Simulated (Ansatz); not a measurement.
# C2H4N2Si: the cost of one run

Program: Ansatz 0.2.0, Gaussian basis. Level of theory: the settings change from run to run. These are calculated values, not measurements.

## 1. The relaxed structure

The geometry comes from an earlier relaxation with PBE0-D4 in a triple-zeta def2 set; it is a stationary point, not always the lowest conformer.

SMILES `N=C[SiH]1C=N1`, 9 atoms, charge 0, spin multiplicity 1.

Atoms are counted from 1 here; the program's logs count them from 0.

Bond lengths: N1–C2 1.270 Å, N1–H6 1.022 Å, C2–Si3 1.864 Å, C2–H7 1.100 Å, Si3–C4 1.784 Å, Si3–N5 1.801 Å, Si3–H8 1.473 Å, C4–N5 1.272 Å, C4–H9 1.091 Å. Angles: C2–N1–H6 111.9°, N1–C2–Si3 118.1°, N1–C2–H7 123.3°, Si3–C2–H7 118.7°, C2–Si3–C4 121.0°, C2–Si3–N5 117.0°, C2–Si3–H8 114.3°, C4–Si3–N5 41.6°, C4–Si3–H8 123.2°, N5–Si3–H8 119.1°, Si3–C4–N5 69.9°, Si3–C4–H9 160.8°, N5–C4–H9 129.3°, Si3–N5–C4 68.5°.

Geometry (Å):

```xyz
9
C2H4N2Si
N    -0.41968    0.86372    2.01800
C    -0.32405    0.84724    0.75154
Si    0.09083   -0.77057   -0.07542
C     0.75825   -0.81093   -1.72900
N    -0.49889   -1.00326   -1.76115
H    -0.64650    1.79570    2.37079
H    -0.47073    1.73856    0.12388
H     0.12540   -1.92705    0.83660
H     1.47398   -0.77961   -2.55234
```

## 2. B97/cc-pVTZ

The input, in.yaml:

```yaml
crystal:
  periodic: [false, false, false]
  atoms:
    - {symbol: N, position_ang: [-0.419679, 0.863718, 2.017996]}
    - {symbol: C, position_ang: [-0.324055, 0.847240, 0.751540]}
    - {symbol: Si, position_ang: [0.090831, -0.770567, -0.075420]}
    - {symbol: C, position_ang: [0.758254, -0.810928, -1.728998]}
    - {symbol: N, position_ang: [-0.498895, -1.003255, -1.761151]}
    - {symbol: H, position_ang: [-0.646496, 1.795697, 2.370793]}
    - {symbol: H, position_ang: [-0.470730, 1.738561, 0.123876]}
    - {symbol: H, position_ang: [0.125395, -1.927055, 0.836601]}
    - {symbol: H, position_ang: [1.473975, -0.779610, -2.552338]}
basis:
  gaussian: {orbitals: cc-pVTZ}
hamiltonian: {xc: {name: B97}}
```

Run with:

```
> ansatz run in.yaml --threads 2 --pin off --events-out ev --progress --plain --max-ram 4352MiB
```

**Question.** How long does this run take on 2 threads of Arm Neoverse V1, shared host, and how much memory does it need?

About 6.5 s, with a peak of 0.38 GiB.
